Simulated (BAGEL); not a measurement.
**ZnBHOF2 (SMILES [OH][Zn][B](F)F) at HF/3-21G (density fitting with qzvpp-jkfit)**

What is the vertical singlet–triplet gap of ZnBHOF2 at HF/3-21G (density fitting with qzvpp-jkfit)? 

The calculation is run with BAGEL 1.2.2.

5 further runs of the same task are left out: 4 that didn't finish, 1 set aside as unsound or not needed. Runs told in other sessions of the task aren't counted.

### 1 The structure to begin with

The species is ZnBHOF2 (6 atoms), meant as a singlet with charge 0. SMILES: `[OH][Zn][B](F)F`. Geometry: a GFN2-xTB relaxation, a rough one for these elements and not checked as a minimum.

Bond lengths: O1–Zn2 1.704 Å, Zn2–B3 2.031 Å, B3–F4 1.316 Å, B3–F5 1.317 Å, O1–H6 0.953 Å. Angles: O1–Zn2–B3 132.1°, Zn2–B3–F4 127.7°, Zn2–B3–F5 120.5°, F4–B3–F5 111.5°, Zn2–O1–H6 146.4°.

### 2 A single-point energy at HF/3-21G (density fitting with qzvpp-jkfit)

Input file input.json:

```json
{ "bagel" : [

{
  "title" : "molecule",
  "basis" : "3-21g",
  "df_basis" : "qzvpp-jkfit",
  "angstrom" : "true",
  "geometry" : [
    { "atom" : "O", "xyz" : [   -1.403490,    0.588170,    1.335740 ] },
    { "atom" : "Zn", "xyz" : [   -0.001430,   -0.243410,    0.839310 ] },
    { "atom" : "B", "xyz" : [    0.936940,   -0.381760,   -0.956720 ] },
    { "atom" : "F", "xyz" : [    1.073220,   -1.449800,   -1.714030 ] },
    { "atom" : "F", "xyz" : [    1.388420,    0.698200,   -1.560530 ] },
    { "atom" : "H", "xyz" : [   -1.993650,    0.788590,    2.056230 ] }
  ]
},
{
  "title" : "hf"
},
{
  "title" : "print",
  "file" : "orbitals.molden",
  "orbitals" : "true"
}

]}
```

Run with:

```console
BAGEL_NUM_THREADS=1 BAGEL input.json > input.out
```

The log of the run:

```text
* using 1 threads per process

  ===============================================================
  ===============================================================

  *** Geometry ***

  { "atom" : "O", "xyz" : [     -2.652212,      1.111480,      2.524183 ] },
  { "atom" : "Zn", "xyz" : [     -0.002702,     -0.459978,      1.586066 ] },
  { "atom" : "B", "xyz" : [      1.770560,     -0.721422,     -1.807939 ] },
  { "atom" : "F", "xyz" : [      2.028092,     -2.739725,     -3.239047 ] },
  { "atom" : "F", "xyz" : [      2.623734,      1.319407,     -2.948974 ] },
  { "atom" : "H", "xyz" : [     -3.767452,      1.490219,      3.885712 ] },

  Number of auxiliary basis functions:      588

  Since a DF basis is specified, we compute 2- and 3-index integrals:
    o Being stored without compression. Storage requirement is 0.020 GB

  Number of basis functions:       65
  Number of electrons      :       62

    * METHOD: MOLECULE                             0.49

  *** RHF ***

  === Nuclear Repulsion ===
   302.9391446328

      * DIIS with orbital gradients will be used.

  === RHF iteration (3-21g) ===
      0      -2066.21211496          0.03063904           0.13
      1      -2066.38462258          0.02199063           0.13
      2      -2066.50465956          0.00183846           0.13
      3      -2066.50627330          0.00088507           0.13
      4      -2066.50658803          0.00013173           0.13
      5      -2066.50661067          0.00003853           0.13
      6      -2066.50661280          0.00000940           0.13
      7      -2066.50661291          0.00000388           0.13
      8      -2066.50661292          0.00000145           0.13
      9      -2066.50661292          0.00000031           0.13
     10      -2066.50661292          0.00000011           0.13
     11      -2066.50661292          0.00000005           0.13
     12      -2066.50661292          0.00000001           0.13
     13      -2066.50661292          0.00000000           0.13
    * SCF iteration converged.

    * Permanent dipole moment:
           (   -0.008455,     0.471604,    -1.639539) a.u.

    * METHOD: HF                                   2.13

    * METHOD: PRINT                                0.01

  ===============================================================
```

Wall time 2.8 s (1 thread of Arm Neoverse N1, shared host); peak memory 0.12 GiB.

### 3 The triplet

Input file input.json:

```json
{ "bagel": [

{
  "title": "molecule",
  "basis": "3-21g",
  "df_basis": "qzvpp-jkfit",
  "angstrom": true,
  "geometry": [
    { "atom": "O", "xyz": [   -1.403490,    0.588170,    1.335740 ] },
    { "atom": "Zn", "xyz": [   -0.001430,   -0.243410,    0.839310 ] },
    { "atom": "B", "xyz": [    0.936940,   -0.381760,   -0.956720 ] },
    { "atom": "F", "xyz": [    1.073220,   -1.449800,   -1.714030 ] },
    { "atom": "F", "xyz": [    1.388420,    0.698200,   -1.560530 ] },
    { "atom": "H", "xyz": [   -1.993650,    0.788590,    2.056230 ] }
  ]
},
{
  "title": "uhf",
  "nopen": 2
},
{
  "title": "print",
  "file": "orbitals.molden",
  "orbitals": true
}

]}
```

Run with:

```console
BAGEL_NUM_THREADS=1 BAGEL input.json > input.out
```

The log of the run:

```text
* using 1 threads per process

  ===============================================================
  ===============================================================

  *** Geometry ***

  { "atom" : "O", "xyz" : [     -2.652212,      1.111480,      2.524183 ] },
  { "atom" : "Zn", "xyz" : [     -0.002702,     -0.459978,      1.586066 ] },
  { "atom" : "B", "xyz" : [      1.770560,     -0.721422,     -1.807939 ] },
  { "atom" : "F", "xyz" : [      2.028092,     -2.739725,     -3.239047 ] },
  { "atom" : "F", "xyz" : [      2.623734,      1.319407,     -2.948974 ] },
  { "atom" : "H", "xyz" : [     -3.767452,      1.490219,      3.885712 ] },

  Number of auxiliary basis functions:      588

  Since a DF basis is specified, we compute 2- and 3-index integrals:
    o Being stored without compression. Storage requirement is 0.020 GB

  Number of basis functions:       65
  Number of electrons      :       62

    * METHOD: MOLECULE                             0.49

  *** Open-shell HF ***

  === Nuclear Repulsion ===
   302.9391446328

      * DIIS with orbital gradients will be used.

  === UHF iteration (3-21g) ===
      0      -2066.00818851          0.05822449           0.26
      1      -2066.17676156          0.04672714           0.26
      2      -2066.26807396          0.03260288           0.26
      3      -2066.33987884          0.00245982           0.26
      4      -2066.34447475          0.00149771           0.26
      5      -2066.34682546          0.00093333           0.26
      6      -2066.34812780          0.00054718           0.26
      7      -2066.34891666          0.00030867           0.26
      8      -2066.34924175          0.00018595           0.26
      9      -2066.34929340          0.00012459           0.26
     10      -2066.34933457          0.00006091           0.25
     11      -2066.34934228          0.00003456           0.26
     12      -2066.34934377          0.00001868           0.26
     13      -2066.34934434          0.00000694           0.26
     14      -2066.34934441          0.00000436           0.26
     15      -2066.34934445          0.00000269           0.26
     16      -2066.34934446          0.00000155           0.26
     17      -2066.34934446          0.00000110           0.26
     18      -2066.34934447          0.00000083           0.26
     19      -2066.34934447          0.00000054           0.26
     20      -2066.34934447          0.00000029           0.26
     21      -2066.34934447          0.00000015           0.26
     22      -2066.34934447          0.00000010           0.26
     23      -2066.34934447          0.00000004           0.26
     24      -2066.34934447          0.00000003           0.26
     25      -2066.34934447          0.00000002           0.26
     26      -2066.34934447          0.00000001           0.26
     27      -2066.34934447          0.00000001           0.26
    * SCF iteration converged.

    * S^2 (UHF) is 2.0057

    * Permanent dipole moment:
           (    0.102039,     0.330741,    -0.457016) a.u.

    * METHOD: UHF                                  7.53

    * METHOD: PRINT                                0.02

  ===============================================================
```

It took 8.4 s on 1 thread of Arm Neoverse N1, shared host; peak memory 0.12 GiB.

### 4 Outcome

Level: HF/3-21G (density fitting with qzvpp-jkfit).

```
                                        quantity           value
                           singlet: total energy  -2066.50661 Eh
                          singlet: dipole moment          4.34 D
                            singlet: HOMO energy       -11.01 eV
                            singlet: LUMO energy         0.81 eV
                          singlet: HOMO–LUMO gap        11.82 eV
                           triplet: total energy  -2066.34934 Eh
                          triplet: dipole moment          1.46 D
                                   triplet: ⟨S²⟩           2.006
vertical energy of the triplet above the singlet        4.279 eV
```

At this shape the triplet lies 4.28 eV (413 kJ/mol) above the singlet.
